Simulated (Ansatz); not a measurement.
# C3H12Si3: the cost of one run

Method: RKS r2SCAN-D4/STO-3G, in Ansatz 0.2.0.

## Step 1: Starting point

Bond lengths (14 of 17 bonds, heavy atoms first): C1–C2 1.496 Å, C2–Si3 1.868 Å, Si3–Si4 2.420 Å, Si4–C5 1.702 Å, C5–Si6 1.739 Å, C1–H7 1.131 Å, C1–H8 1.033 Å, C1–H9 1.077 Å, C2–H10 1.094 Å, C2–H11 1.117 Å, Si3–H12 1.478 Å, Si3–H13 1.512 Å, Si4–H14 1.513 Å, C5–H15 1.073 Å. Angles (14 of 30 angles, heavy atoms first): C1–C2–Si3 116.4°, C2–Si3–Si4 109.1°, Si3–Si4–C5 117.1°, Si4–C5–Si6 104.1°, C1–C2–H10 107.3°, C1–C2–H11 108.4°, Si3–C2–H10 109.9°, Si3–C2–H11 108.5°, C2–C1–H7 108.9°, C2–C1–H8 113.3°, C2–C1–H9 110.9°, C2–Si3–H12 112.1°, C2–Si3–H13 110.6°, Si4–Si3–H12 106.7°.

As a file:

```xyz
18

C    -2.1347   -1.6503   -1.2239
C    -1.1513   -1.0803   -0.2508
Si   -1.0073    0.7820   -0.2076
Si    0.6367    1.4110    1.4535
C     2.2189    1.7135    0.9043
Si    2.7144    0.2061    0.1930
H    -3.1589   -1.2281   -0.9982
H    -2.1778   -2.6821   -1.2042
H    -1.9388   -1.2949   -2.2214
H    -0.1769   -1.5231   -0.4760
H    -1.4195   -1.4383    0.7726
H    -0.5420    1.3339   -1.4978
H    -2.3382    1.4108    0.1387
H     0.4504    0.5108    2.6547
H     2.2895    2.5469    0.2319
H     2.8782    2.0690    1.7575
H     2.0624   -0.1106   -1.0897
H     2.7575   -0.9651    1.1152
```

## Step 2: End point A

input.yaml

```yaml
crystal:
  periodic: [false, false, false]
  atoms:
    - { symbol: C, position_ang: [-2.1347, -1.6503, -1.2239] }
    - { symbol: C, position_ang: [-1.1513, -1.0803, -0.2508] }
    - { symbol: Si, position_ang: [-1.0073, 0.782, -0.2076] }
    - { symbol: Si, position_ang: [0.6367, 1.411, 1.4535] }
    - { symbol: C, position_ang: [2.2189, 1.7135, 0.9043] }
    - { symbol: Si, position_ang: [2.7144, 0.2061, 0.193] }
    - { symbol: H, position_ang: [-3.1589, -1.2281, -0.9982] }
    - { symbol: H, position_ang: [-2.1778, -2.6821, -1.2042] }
    - { symbol: H, position_ang: [-1.9388, -1.2949, -2.2214] }
    - { symbol: H, position_ang: [-0.1769, -1.5231, -0.476] }
    - { symbol: H, position_ang: [-1.4195, -1.4383, 0.7726] }
    - { symbol: H, position_ang: [-0.542, 1.3339, -1.4978] }
    - { symbol: H, position_ang: [-2.3382, 1.4108, 0.1387] }
    - { symbol: H, position_ang: [0.4504, 0.5108, 2.6547] }
    - { symbol: H, position_ang: [2.2895, 2.5469, 0.2319] }
    - { symbol: H, position_ang: [2.8782, 2.069, 1.7575] }
    - { symbol: H, position_ang: [2.0624, -0.1106, -1.0897] }
    - { symbol: H, position_ang: [2.7575, -0.9651, 1.1152] }
basis:
  gaussian: { orbitals: STO-3G }
hamiltonian:
  xc: r2scan
  dispersion: d4
relax:
  f_tol: 0.02
  max_steps: 50
output:
  orbitals: {}
```

The run is started by

```console
> ansatz run input.yaml --threads 1 --pin off --max-ram 2048MiB --backend cpu --events-out ev --progress --plain --runs-dir out
```

Q: Estimate wall time and peak memory on 1 thread of Arm Neoverse V2, shared host.

About 5.2 min, with a peak of 0.15 GiB.
